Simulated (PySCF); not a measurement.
SiAlCl2H3, in a box:

```
Si Al Cl H
1.0
    13.00000    0.00000    0.00000
     0.00000   14.00000    0.00000
     0.00000    0.00000   12.00000
Si Al Cl H
1 1 2 3
Direct
  0.44522 0.61518 0.46933
  0.51696 0.46003 0.51721
  0.65484 0.44959 0.60613
  0.44543 0.33201 0.47208
  0.34716 0.60476 0.40681
  0.42575 0.67099 0.57274
  0.52002 0.66900 0.39954
```

Base run:

* Program: PySCF 2.14.0
* Functional: B3PW91
* Dispersion: D4
* Potentials or basis: 6-31g* (all-electron)
* k mesh: 1 × 1 × 1
* Occupations: fixed
* Spin: no spin polarisation

Its results: gap between the frontier levels 6.21 eV.

Task: After a change of settings the same cell gave: gap between the frontier levels 5.63 eV. Which change was it?
A. functional from B3PW91 to TPSSh
B. functional from B3PW91 to RPBE; dispersion from D4 to none
C. functional from B3PW91 to TPSS; dispersion from D4 to D3

Result: A.

Caveats: this is a molecule in a periodic box at the Γ point, so its band gap is the HOMO-LUMO gap; the basis of atomic orbitals isn't converged, which shifts pressures, moduli and gaps.

Not every run made on this cell is shown here.
